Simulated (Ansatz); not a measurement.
Here is an Ansatz 0.2.0 calculation.

input.yaml

```yaml
crystal:
  lattice:
    - [0.0, 2.897844, 2.897844]
    - [2.897844, 0.0, 2.897844]
    - [2.897844, 2.897844, 0.0]
  atoms:
    - { symbol: Ge, position: [0.0, 0.0, 0.0] }
    - { symbol: Ga, position: [0.25, 0.25, 0.25] }
hamiltonian:
  xc: pbe
  pseudopotentials: { kind: paw_fr }
magnetization:
  noncollinear: true
  spin_orbit: true
kpoints:
  mp_grid: { grid: [6, 6, 6] }
  band_path:
    path:
      - [[0.0, 0.0, 0.0], [0.5, 0.0, 0.5], [0.5, 0.25, 0.75], [0.375, 0.375, 0.75], [0.0, 0.0, 0.0], [0.5, 0.5, 0.5], [0.625, 0.25, 0.625], [0.5, 0.25, 0.75], [0.5, 0.5, 0.5], [0.375, 0.375, 0.75]]
      - [[0.625, 0.25, 0.625], [0.5, 0.0, 0.5]]
    npoints: 14
scf:
  occupations: { method: fermi_dirac, width: 0.05 }
  n_extra_bands: 6
output:
  forces: true
  stress: true
  eigenvalues: true
  fatbands: false
  write_density: true
  write_potential: true
  elf: true
  volumetric_format: npy
```

Potentials or basis: Ansatz PAW.

Launch:

```console
$ ansatz run input.yaml --threads 2 --pin off --max-ram 5632MiB --backend cpu --events-out ev --progress --plain --runs-dir out
```

**Question.** Estimate the pressure.

**Answer.** 0.1 GPa.

**Question.** What does it give for the band gap on the k mesh?

**Answer.** None (metal or under the smearing width).

Levels at the corners of the path, in eV from the Fermi level:
| point | band 25 | band 26 | band 27 | band 28 | band 29 | band 30 | band 31 | band 32 |
| --- | --- | --- | --- | --- | --- | --- | --- | --- |
| Γ | 1.88 | 1.88 | 1.88 | 1.88 | 2.17 | 2.17 | 4.35 | 4.35 |
| X | -1.17 | -1.17 | -1.13 | -1.13 | 2.43 | 2.43 | 2.54 | 2.54 |
| W | -2.09 | -2.01 | -1.96 | -1.91 | 5.78 | 5.91 | 5.93 | 5.94 |
| K | -2.43 | -2.41 | -0.72 | -0.72 | 2.89 | 2.89 | 5.68 | 5.70 |
| Γ | 1.88 | 1.88 | 1.88 | 1.88 | 2.17 | 2.17 | 4.35 | 4.35 |
| L | 0.40 | 0.40 | 0.57 | 0.57 | 2.16 | 2.16 | 5.41 | 5.41 |
| U | -2.43 | -2.41 | -0.72 | -0.72 | 2.89 | 2.89 | 5.68 | 5.70 |
| W | -2.09 | -2.01 | -1.96 | -1.91 | 5.78 | 5.91 | 5.93 | 5.94 |
| L | 0.40 | 0.40 | 0.57 | 0.57 | 2.16 | 2.16 | 5.41 | 5.41 |
| K | -2.43 | -2.41 | -0.72 | -0.72 | 2.89 | 2.89 | 5.68 | 5.70 |
| U | -2.43 | -2.41 | -0.72 | -0.72 | 2.89 | 2.89 | 5.68 | 5.70 |
| X | -1.17 | -1.17 | -1.13 | -1.13 | 2.43 | 2.43 | 2.54 | 2.54 |
